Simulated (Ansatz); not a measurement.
Hf2Pd2Se2Br2O3:

```xyz
11
Lattice="5.6066 -0.0935 -0.0141 1.6139 5.3351 0.0025 1.3692 1.9153 8.3154" Properties=species:S:1:pos:R:3 pbc="T T T"
Hf    2.3902    3.4984    0.1883
Hf    6.1995    3.6586    8.1156
Pd    1.4915    3.6252    4.1590
Pd    0.6846    0.9576    4.1577
Se    1.0298    2.2924    2.1069
Se    7.5599    4.8645    6.1970
Br    4.2949    3.5785    4.1519
Br    3.4879    0.9109    4.1507
O     4.3489    3.6281    7.6532
O     4.2408    3.5289    0.6507
O     0.0000    0.0000    0.0000
```

The cell was built by a generator and needn't be a form met in nature.

Base run:

- Program: Ansatz 0.2.0
- Functional: RPBE
- Potentials or basis: all-electron LAPW, scalar-relativistic
- Cutoff: 481 eV
- Density cutoff: 1926 eV
- Basis error allowed: 0.002 eV/atom
- k mesh: 4 × 4 × 3
- Occupations: fermi-dirac, width 0.05 eV
- Spin: no spin polarisation

Its results: pressure 2.5 GPa; largest force 0.204 eV/Å.

Question: The run is repeated on the same cell with these changes: functional from RPBE to PBE. What comes out?

Answer: Pressure 0.2 GPa; largest force 0.047 eV/Å.

PBE binds more tightly than RPBE, so the same cell stands under less pressure.

Caveats: the k mesh is thin for a metal, which can move the energy by tens of meV per atom.

Not every run made on this cell is shown here.
